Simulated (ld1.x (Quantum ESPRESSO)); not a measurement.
# Hf: a TM potential and its near relatives

Aim: generate and test one potential in full, then change a few of its settings and see what happens to hardness, ghosts and transferability.

Method: ld1.x (Quantum ESPRESSO) 7.5, PBE, fully relativistic.

2 further runs of the same task are left out: 2 that didn't finish.

## Step 1: The design

The settings as typed:

| Quantity | Value |
| --- | --- |
| element | hafnium (Hf, Z = 72) |
| type | norm-conserving Troullier–Martins (Kleinman–Bylander form) |
| frozen core | [Kr] 4d10 4f14 5s2 |
| valence charge | 10 |
| reference configuration | 5p6 5d2 6s2 6p0 |
| partial waves | 6s (bound): rc 3.15 bohr; 5p (bound): rc 1.50 bohr; 5d (bound): rc 1.65 bohr |
| local potential | all-electron potential smoothed inside 2.30 bohr (lloc = -1) |
| core correction | Bessel-smoothed model core, default radius (core density twice the valence density) |

The nodes and maxima of the atom's own shells, from an earlier all-electron run, set the scale for the radii.

All-electron outer shells of the reference configuration (PBE, scalar-relativistic, ld1.x):

```json
{"shell": "5s", "level (eV)": "-67.02", "outermost node (bohr)": "0.55", "outermost maximum (bohr)": "1.01"}
{"shell": "5p", "level (eV)": "-35.57", "outermost node (bohr)": "0.60", "outermost maximum (bohr)": "1.16"}
{"shell": "4f", "level (eV)": "-16.83", "outermost node (bohr)": "–", "outermost maximum (bohr)": "0.45"}
{"shell": "6s", "level (eV)": "-5.11", "outermost node (bohr)": "1.37", "outermost maximum (bohr)": "2.89"}
{"shell": "5d", "level (eV)": "-2.69", "outermost node (bohr)": "0.67", "outermost maximum (bohr)": "1.69"}
{"shell": "6p", "level (eV)": "-1.40", "outermost node (bohr)": "1.66", "outermost maximum (bohr)": "4.05"}
```

## Step 2: Generation of the first potential

Contents of Hf.in:

```
 &input
   title='Hf', zed=72., rel=2, dft='PBE', iswitch=3,
   config='[Xe] 4f14 5d2 6s2 6p0', rel_dist='average',
   nld=5, rlderiv=3.40, eminld=-5.0, emaxld=5.0, deld=0.02
 /
 &inputp
   pseudotype=2, tm=.true., lloc=-1, rcloc=2.30,
   nlcc=.true., new_core_ps=.true.,
   file_pseudopw='Hf.UPF', file_wfcaegen='ae.wfc', file_wfcncgen='nc.wfc', file_beta='beta', file_chi='chi'
 /
3
6S  1  0   2.00   0.00  3.15  3.15  0.0
5P  2  1   6.00   0.00  1.50  1.50  0.0
5D  3  2   2.00   0.00  1.65  1.65  0.0
 &test
   configts(1)='5p6 5d2 6s2 6p0'
 /
```

Launch:

```bash
ld1.x < Hf.in > Hf.out
```

Output in Hf.out (without the banner and most projector matrices):

```text
     Program LD1 v.7.5
     --------------------------- All-electron run ----------------------------

     Hf
     dirac relativistic calculation

     atomic number is 72.00
     dft =PBE   lsd =0 sic =0 latt =0  beta=0.20 tr2=1.0E-14
     Exchange-correlation= PBE
                           (   1   4   3   4   0   0   0)
     mesh =1271 r(mesh) =  99.31870 a.u. xmin = -7.00 dx = 0.01250
     1 Ry =  13.60569312 eV, c = 137.03599908

     n l j   nl                  e(Ry)          e(Ha)          e(eV)
     Spin orbit split results
     1 0 0.5 1S 1( 2.00)     -4792.2033     -2396.1016    -65201.2471
     2 0 0.5 2S 1( 2.00)      -819.0143      -409.5072    -11143.2574
     2 1 0.5 2P 1( 2.00)      -782.1419      -391.0709    -10641.5825
     2 1 1.5 2P 1( 4.00)      -694.5347      -347.2673     -9449.6257
     3 0 0.5 3S 1( 2.00)      -186.6039       -93.3019     -2538.8748
     3 1 0.5 3P 1( 2.00)      -170.2746       -85.1373     -2316.7039
     3 1 1.5 3P 1( 4.00)      -151.4998       -75.7499     -2061.2593
     4 0 0.5 4S 1( 2.00)       -37.5930       -18.7965      -511.4792
     4 1 0.5 4P 1( 2.00)       -30.9054       -15.4527      -420.4898
     4 1 1.5 4P 1( 4.00)       -26.6095       -13.3048      -362.0408
     3 2 1.5 3D 1( 4.00)      -123.8959       -61.9480     -1685.6899
     3 2 2.5 3D 1( 6.00)      -119.8018       -59.9009     -1629.9859
     5 0 0.5 5S 1( 2.00)        -4.9143        -2.4572       -66.8625
     5 1 0.5 5P 1( 2.00)        -3.0241        -1.5121       -41.1450
     5 1 1.5 5P 1( 4.00)        -2.4532        -1.2266       -33.3773
     4 2 1.5 4D 1( 4.00)       -15.6282        -7.8141      -212.6332
     4 2 2.5 4D 1( 6.00)       -14.8416        -7.4208      -201.9309
     4 3 2.5 4F 1( 6.00)        -1.3050        -0.6525       -17.7557
     4 3 3.5 4F 1( 8.00)        -1.1769        -0.5884       -16.0120
     5 2 1.5 5D 1( 0.80)        -0.2180        -0.1090        -2.9665
     5 2 2.5 5D 1( 1.20)        -0.1851        -0.0925        -2.5182
     6 0 0.5 6S 1( 2.00)        -0.3756        -0.1878        -5.1104
     6 1 0.5 6P 1( 0.00)        -0.1235        -0.0618        -1.6804
     6 1 1.5 6P 1( 0.00)        -0.0952        -0.0476        -1.2957
     Averaged results
     1 0     1S 1( 2.00)     -4792.2033     -2396.1016    -65201.2471
     2 0     2S 1( 2.00)      -819.0143      -409.5072    -11143.2574
     2 1     2P 1( 6.00)      -723.7371      -361.8685     -9846.9446
     3 0     3S 1( 2.00)      -186.6039       -93.3019     -2538.8748
     3 1     3P 1( 6.00)      -157.7580       -78.8790     -2146.4075
     4 0     4S 1( 2.00)       -37.5930       -18.7965      -511.4792
     4 1     4P 1( 6.00)       -28.0415       -14.0207      -381.5238
     3 2     3D 1(10.00)      -121.4394       -60.7197     -1652.2675
     5 0     5S 1( 2.00)        -4.9143        -2.4572       -66.8625
     5 1     5P 1( 6.00)        -2.6435        -1.3217       -35.9665
     4 2     4D 1(10.00)       -15.1563        -7.5781      -206.2118
     4 3     4F 1(14.00)        -1.2318        -0.6159       -16.7593
     5 2     5D 1( 2.00)        -0.1983        -0.0991        -2.6975
     6 0     6S 1( 2.00)        -0.3756        -0.1878        -5.1104
     6 1     6P 1( 0.00)        -0.1047        -0.0523        -1.4240

     final scf error:  8.2E-15 reached in  26 iterations

     Etot =  -30195.380863 Ry,  -15097.690431 Ha, -410829.085752 eV

     Ekin =   33784.164166 Ry,   16892.082083 Ha,  459656.970059 eV
     Encl =  -75208.267360 Ry,  -37604.133680 Ha,-1023260.606015 eV
     Eh   =   11848.111250 Ry,    5924.055625 Ha,  161201.765751 eV
     Exc  =    -619.388918 Ry,    -309.694459 Ha,   -8427.215546 eV

     normalization and overlap integrals

     s(1S/1S) =  1.000000  <r> =   0.0190  <r2> =    0.0005  r(max) =   0.0120
     s(2S/2S) =  1.000000  <r> =   0.0798  <r2> =    0.0076  r(max) =   0.0679
     s(2P/2P) =  1.000000  <r> =   0.0661  <r2> =    0.0054  r(max) =   0.0516
     s(2P/2P) =  1.000000  <r> =   0.0738  <r2> =    0.0066  r(max) =   0.0577
     s(3S/3S) =  1.000000  <r> =   0.2081  <r2> =    0.0497  r(max) =   0.1917
     s(3P/3P) =  1.000000  <r> =   0.1981  <r2> =    0.0457  r(max) =   0.1801
     s(3P/3P) =  1.000000  <r> =   0.2125  <r2> =    0.0524  r(max) =   0.1941
     s(4S/4S) =  1.000000  <r> =   0.4681  <r2> =    0.2477  r(max) =   0.4375
     s(4P/4P) =  1.000000  <r> =   0.4746  <r2> =    0.2567  r(max) =   0.4375
     s(4P/4P) =  1.000000  <r> =   0.5075  <r2> =    0.2932  r(max) =   0.4657
     s(3D/3D) =  1.000000  <r> =   0.1863  <r2> =    0.0408  r(max) =   0.1531
     s(3D/3D) =  1.000000  <r> =   0.1908  <r2> =    0.0426  r(max) =   0.1570
     s(5S/5S) =  1.000000  <r> =   1.1358  <r2> =    1.4524  r(max) =   1.0109
     s(5P/5P) =  1.000000  <r> =   1.2667  <r2> =    1.8245  r(max) =   1.1033
     s(5P/5P) =  1.000000  <r> =   1.3771  <r2> =    2.1599  r(max) =   1.1893
     s(4D/4D) =  1.000000  <r> =   0.5285  <r2> =    0.3244  r(max) =   0.4657
     s(4D/4D) =  1.000000  <r> =   0.5400  <r2> =    0.3385  r(max) =   0.4775
     s(4F/4F) =  1.000000  <r> =   0.6707  <r2> =    0.5827  r(max) =   0.4542
     s(4F/4F) =  1.000000  <r> =   0.6836  <r2> =    0.6079  r(max) =   0.4599
     s(5D/5D) =  1.000000  <r> =   2.4371  <r2> =    7.4458  r(max) =   1.6667
     s(5D/5D) =  1.000000  <r> =   2.5725  <r2> =    8.3462  r(max) =   1.7304
     s(6S/6S) =  1.000000  <r> =   3.4513  <r2> =   13.5983  r(max) =   2.8888
     s(6P/6P) =  1.000000  <r> =   4.7785  <r2> =   26.6565  r(max) =   3.8032
     s(6P/6P) =  1.000000  <r> =   5.2802  <r2> =   32.5813  r(max) =   4.1509

     ------------------------ End of All-electron run ------------------------

     --------------------- Generating NC pseudopotential ---------------------

      Generating local potential from pseudized AE potential:
      Matching radius rcloc =   2.3000

      Local pseudo, rcloc= 2.278 Estimated cut-off energy=     4.79 Ry

      Computing core charge for nlcc:

       r > 1.00 : true rho core
      Core charge pseudized with two Bessel functions
      Integrated core pseudo-charge :  22.33

     Fully relativistic calculation: |psi|^2

     Wfc 6S LC norm =  0.99996083 SC norm =  0.00003760 missing  0.00000157

     Wfc 5P LC norm =  0.99970316 SC norm =  0.00029684 missing  0.00000000

     Wfc 5P LC norm =  0.99974700 SC norm =  0.00025298 missing  0.00000002

     Wfc 5D LC norm =  0.99991257 SC norm =  0.00008742 missing  0.00000001

     Wfc 5D LC norm =  0.99992087 SC norm =  0.00007721 missing  0.00000192

      Wfc   6S  rcut= 3.153  Using Troullier-Martins method

      Wfc   5P  rcut= 1.489  Using Troullier-Martins method

      Wfc   5P  rcut= 1.489  Using Troullier-Martins method

      Wfc   5D  rcut= 1.646  Using Troullier-Martins method

      Wfc   5D  rcut= 1.646  Using Troullier-Martins method

     ------------------- End of pseudopotential generation -------------------

     [... the all-electron block is printed once more ...]


     Computing logarithmic derivative in   3.41987
     Computing logarithmic derivative in   3.41987
     Computing the partial wave expansion
     R is outside the sphere for l=    0 j= 0.50
     R is outside the sphere for l=    1 j= 0.50
     R is outside the sphere for l=    1 j= 1.50
     R is outside the sphere for l=    2 j= 1.50
     R is outside the sphere for l=    2 j= 2.50

     ---------------------- Testing the pseudopotential ----------------------

     Hf
     dirac relativistic calculation

     atomic number is 72.00   valence charge is 10.00
     dft =PBE   lsd =0 sic =0 latt =0  beta=0.20 tr2=1.0E-14
     mesh =1271 r(mesh) =  99.31870 xmin = -7.00 dx = 0.01250

     n l  j  nl             e AE (Ry)       e PS (Ry)    De AE-PS (Ry)
     2 1 0.5 5P   1( 2.00)       -3.02410       -3.02411        0.00001
     2 1 1.5 5P   1( 4.00)       -2.45318       -2.45322        0.00003
     3 2 1.5 5D   1( 0.80)       -0.21804       -0.21801       -0.00003
     3 2 2.5 5D   1( 1.20)       -0.18508       -0.18509        0.00000
     1 0 0.5 6S   1( 2.00)       -0.37561       -0.37561        0.00000
     3 1 0.5 6P   1( 0.00)       -0.12351       -0.12204       -0.00147
     3 1 1.5 6P   1( 0.00)       -0.09523       -0.09592        0.00068

     eps = 1.4E-15  iter =  9

     Etot =  -30195.380863 Ry,  -15097.690431 Ha, -410829.085752 eV
     Etotps =  -123.940111 Ry,     -61.970056 Ha,   -1686.291120 eV

     Ekin =      24.146694 Ry,      12.073347 Ha,     328.532506 eV
     Encl =    -115.836829 Ry,     -57.918414 Ha,   -1576.040348 eV
     Ehrt =      47.747698 Ry,      23.873849 Ha,     649.640525 eV
     Ecxc =     -73.193554 Ry,     -36.596777 Ha,    -995.849039 eV
     (Ecc =     -60.610011 Ry,     -30.305006 Ha,    -824.641214 eV)
     Epseu=      -6.804120 Ry,      -3.402060 Ha,     -92.574764 eV

     ---------------------- End of pseudopotential test ----------------------
```

Wall time 4.1 s (1 thread, shared host). This counts the later configuration tests of the new file too.

## Step 3: Configuration tests

Contents of Hf.test.in:

```
 &input
   title='Hf', zed=72., rel=2, dft='PBE', iswitch=2,
   config='[Xe] 4f14 5d2 6s2 6p0', rel_dist='average'
 /
 &test
   file_pseudo='Hf.UPF', nconf=8,
   configts(1)='5p6 5d2 6s2 6p0',
   configts(2)='5p6 5d2 6s1 6p0',
   configts(3)='5p6 5d2 6s0 6p0',
   configts(4)='5p6 5d1 6s0 6p0',
   configts(5)='5p6 5d1 6s2 6p0',
   configts(6)='5p6 5d3 6s0 6p0',
   configts(7)='5p6 5d2.5 6s1.5 6p0',
   configts(8)='5p6 5d2 6s0 6p1'
 /
```

Launch:

```bash
ld1.x < Hf.test.in > Hf.test.out
```

Hf.test.out, the pseudopotential blocks, each with the warnings that came before it:

```text
     ---------------------- Testing the pseudopotential ----------------------

     Hf
     dirac relativistic calculation

     atomic number is 72.00   valence charge is 10.00
     dft =PBE   lsd =0 sic =0 latt =0  beta=0.20 tr2=1.0E-14
     mesh =1271 r(mesh) =  99.31870 xmin = -7.00 dx = 0.01250

     n l  j  nl             e AE (Ry)       e PS (Ry)    De AE-PS (Ry)
     2 1 0.5 5P   1( 2.00)       -3.02410       -3.02411        0.00001
     2 1 1.5 5P   1( 4.00)       -2.45318       -2.45322        0.00003
     3 2 1.5 5D   1( 0.80)       -0.21804       -0.21801       -0.00003
     3 2 2.5 5D   1( 1.20)       -0.18508       -0.18509        0.00000
     1 0 0.5 6S   1( 2.00)       -0.37561       -0.37561        0.00000
     3 1 0.5 6P   1( 0.00)       -0.12351       -0.12204       -0.00147
     3 1 1.5 6P   1( 0.00)       -0.09523       -0.09592        0.00068

     eps = 1.7E-15  iter =  9

     Etot =  -30195.380863 Ry,  -15097.690431 Ha, -410829.085752 eV
     Etotps =  -123.940111 Ry,     -61.970056 Ha,   -1686.291122 eV

     Ekin =      24.146694 Ry,      12.073347 Ha,     328.532505 eV
     Encl =    -115.836829 Ry,     -57.918415 Ha,   -1576.040349 eV
     Ehrt =      47.747698 Ry,      23.873849 Ha,     649.640526 eV
     Ecxc =     -73.193554 Ry,     -36.596777 Ha,    -995.849039 eV
     (Ecc =     -60.610011 Ry,     -30.305006 Ha,    -824.641214 eV)
     Epseu=      -6.804120 Ry,      -3.402060 Ha,     -92.574764 eV

     ---------------------- End of pseudopotential test ----------------------

     ---------------------- Testing the pseudopotential ----------------------

     Hf
     [...]
     n l  j  nl             e AE (Ry)       e PS (Ry)    De AE-PS (Ry)
     2 1 0.5 5P   1( 2.00)       -3.53355       -3.52936       -0.00419
     2 1 1.5 5P   1( 4.00)       -2.96289       -2.95955       -0.00334
     3 2 1.5 5D   1( 0.80)       -0.69934       -0.69875       -0.00059
     3 2 2.5 5D   1( 1.20)       -0.66177       -0.66135       -0.00042
     1 0 0.5 6S   1( 1.00)       -0.80651       -0.80738        0.00087
     3 1 0.5 6P   1( 0.00)       -0.50089       -0.49858       -0.00231
     3 1 1.5 6P   1( 0.00)       -0.45463       -0.45604        0.00141

     eps = 7.3E-16  iter =  9

     Etot =  -30194.794380 Ry,  -15097.397190 Ha, -410821.106244 eV
     Etotps =  -123.353246 Ry,     -61.676623 Ha,   -1678.306406 eV
     dEtot_ae =       0.586483 Ry
     dEtot_ps =       0.586866 Ry,   Delta E=      -0.000383 Ry

     [...]
     ---------------------- End of pseudopotential test ----------------------

     ---------------------- Testing the pseudopotential ----------------------

     Hf
     [...]
     n l  j  nl             e AE (Ry)       e PS (Ry)    De AE-PS (Ry)
     2 1 0.5 5P   1( 2.00)       -4.13016       -4.12082       -0.00934  !
     2 1 1.5 5P   1( 4.00)       -3.55795       -3.55060       -0.00735  !
     3 2 1.5 5D   1( 0.80)       -1.25275       -1.25161       -0.00114
     3 2 2.5 5D   1( 1.20)       -1.21033       -1.20955       -0.00078
     1 0 0.5 6S   1( 0.00)       -1.28572       -1.28821        0.00249
     3 1 0.5 6P   1( 0.00)       -0.92927       -0.92641       -0.00286
     3 1 1.5 6P   1( 0.00)       -0.86519       -0.86794        0.00276

     eps = 3.5E-15  iter =  7

     Etot =  -30193.752164 Ry,  -15096.876082 Ha, -410806.926173 eV
     Etotps =  -122.309415 Ry,     -61.154708 Ha,   -1664.104373 eV
     dEtot_ae =       1.628699 Ry
     dEtot_ps =       1.630696 Ry,   Delta E=      -0.001997 Ry

     [...]
     ---------------------- End of pseudopotential test ----------------------

     Warning: n=1, l=0 expected 0 nodes, found 1
     ---------------------- Testing the pseudopotential ----------------------

     Hf
     [...]
     n l  j  nl             e AE (Ry)       e PS (Ry)    De AE-PS (Ry)
     2 1 0.5 5P   1( 2.00)       -5.01096       -5.01675        0.00579  !
     2 1 1.5 5P   1( 4.00)       -4.42628       -4.43220        0.00592  !
     3 2 1.5 5D   1( 0.40)       -2.02273       -2.02811        0.00538  !
     3 2 2.5 5D   1( 0.60)       -1.97161       -1.97700        0.00539  !
     1 0 0.5 6S   1( 0.00)       -1.90664       -2.08650        0.17986  !
     3 1 0.5 6P   1( 0.00)       -1.48202       -1.47964       -0.00238
     3 1 1.5 6P   1( 0.00)       -1.39283       -1.40029        0.00746  !

     eps = 3.8E-15  iter =  7

     Etot =  -30192.151134 Ry,  -15096.075567 Ha, -410785.143055 eV
     Etotps =  -120.706704 Ry,     -60.353352 Ha,   -1642.298368 eV
     dEtot_ae =       3.229729 Ry
     dEtot_ps =       3.233408 Ry,   Delta E=      -0.003679 Ry

     [...]
     ---------------------- End of pseudopotential test ----------------------

     ---------------------- Testing the pseudopotential ----------------------

     Hf
     [...]
     n l  j  nl             e AE (Ry)       e PS (Ry)    De AE-PS (Ry)
     2 1 0.5 5P   1( 2.00)       -3.69983       -3.71552        0.01570  !
     2 1 1.5 5P   1( 4.00)       -3.12195       -3.13562        0.01367  !
     3 2 1.5 5D   1( 0.40)       -0.80928       -0.81511        0.00583  !
     3 2 2.5 5D   1( 0.60)       -0.76771       -0.77312        0.00541  !
     1 0 0.5 6S   1( 2.00)       -0.87069       -0.87057       -0.00012
     3 1 0.5 6P   1( 0.00)       -0.54560       -0.54380       -0.00180
     3 1 1.5 6P   1( 0.00)       -0.49351       -0.49637        0.00286

     eps = 1.6E-15  iter =  9

     Etot =  -30194.903123 Ry,  -15097.451562 Ha, -410822.585773 eV
     Etotps =  -123.460206 Ry,     -61.730103 Ha,   -1679.761680 eV
     dEtot_ae =       0.477740 Ry
     dEtot_ps =       0.479905 Ry,   Delta E=      -0.002165 Ry

     [...]
     ---------------------- End of pseudopotential test ----------------------

     ---------------------- Testing the pseudopotential ----------------------

     Hf
     [...]
     n l  j  nl             e AE (Ry)       e PS (Ry)    De AE-PS (Ry)
     2 1 0.5 5P   1( 2.00)       -3.39021       -3.37517       -0.01504  !
     2 1 1.5 5P   1( 4.00)       -2.82539       -2.81334       -0.01206  !
     3 2 1.5 5D   1( 1.20)       -0.60588       -0.60404       -0.00184
     3 2 2.5 5D   1( 1.80)       -0.57193       -0.57061       -0.00132
     1 0 0.5 6S   1( 0.00)       -0.75017       -0.75322        0.00304
     3 1 0.5 6P   1( 0.00)       -0.46200       -0.46072       -0.00129
     3 1 1.5 6P   1( 0.00)       -0.42078       -0.42241        0.00162

     eps = 7.2E-15  iter =  9

     Etot =  -30194.646522 Ry,  -15097.323261 Ha, -410819.094531 eV
     Etotps =  -123.202167 Ry,     -61.601083 Ha,   -1676.250870 eV
     dEtot_ae =       0.734341 Ry
     dEtot_ps =       0.737945 Ry,   Delta E=      -0.003604 Ry

     [...]
     ---------------------- End of pseudopotential test ----------------------

     ---------------------- Testing the pseudopotential ----------------------

     Hf
     [...]
     n l  j  nl             e AE (Ry)       e PS (Ry)    De AE-PS (Ry)
     2 1 0.5 5P   1( 2.00)       -2.97166       -2.96607       -0.00559  !
     2 1 1.5 5P   1( 4.00)       -2.40321       -2.39864       -0.00457
     3 2 1.5 5D   1( 1.00)       -0.18835       -0.18743       -0.00092
     3 2 2.5 5D   1( 1.50)       -0.15731       -0.15661       -0.00070
     1 0 0.5 6S   1( 1.50)       -0.36044       -0.36113        0.00069
     3 1 0.5 6P   1( 0.00)       -0.11673       -0.11553       -0.00120
     3 1 1.5 6P   1( 0.00)       -0.09053       -0.09122        0.00069

     eps = 6.6E-15  iter = 11

     Etot =  -30195.288738 Ry,  -15097.644369 Ha, -410827.832323 eV
     Etotps =  -123.847583 Ry,     -61.923791 Ha,   -1685.032206 eV
     dEtot_ae =       0.092125 Ry
     dEtot_ps =       0.092529 Ry,   Delta E=      -0.000403 Ry

     [...]
     ---------------------- End of pseudopotential test ----------------------

     ---------------------- Testing the pseudopotential ----------------------

     Hf
     [...]
     n l  j  nl             e AE (Ry)       e PS (Ry)    De AE-PS (Ry)
     2 1 0.5 5P   1( 2.00)       -3.63779       -3.62609       -0.01170  !
     2 1 1.5 5P   1( 4.00)       -3.06607       -3.05681       -0.00926  !
     3 2 1.5 5D   1( 0.80)       -0.78325       -0.78147       -0.00177
     3 2 2.5 5D   1( 1.20)       -0.74387       -0.74251       -0.00136
     1 0 0.5 6S   1( 0.00)       -0.86679       -0.86864        0.00184
     3 1 0.5 6P   1( 0.33)       -0.55366       -0.55117       -0.00249
     3 1 1.5 6P   1( 0.67)       -0.50532       -0.50673        0.00141

     eps = 8.3E-15  iter =  9

     Etot =  -30194.453397 Ry,  -15097.226698 Ha, -410816.466932 eV
     Etotps =  -123.011057 Ry,     -61.505528 Ha,   -1673.650689 eV
     dEtot_ae =       0.927466 Ry
     dEtot_ps =       0.929055 Ry,   Delta E=      -0.001589 Ry

     [...]
     ---------------------- End of pseudopotential test ----------------------
```

Energies count from the reference configuration 5p6 5d2 6s2 6p0; the error is all-electron less pseudo. A star marks tests that logged a warning. The frozen-core shift comes from a second all-electron run, not shown, with the core orbitals held at their reference shape; it is that run's ΔE less the relaxed one.

```csv
valence configuration,charge,ΔE all-electron (eV),error AE − PS (meV),frozen-core shift (meV)
5p6 5d2 6s1 6p0,+1,7.980,-5.2,+0.7
5p6 5d2 6s0 6p0,+2,22.160,-27,+6.0
5p6 5d1 6s0 6p0 *,+3,43.943,-50,+78
5p6 5d1 6s2 6p0,+1,6.500,-29,+14
5p6 5d3 6s0 6p0,+1,9.991,-49,+7.8
5p6 5d2.5 6s1.5 6p0,0,1.253,-5.5,+1.4
5p6 5d2 6s0 6p1,+1,12.619,-22,+2.5
```

(Part 1 of 2 ends here.)
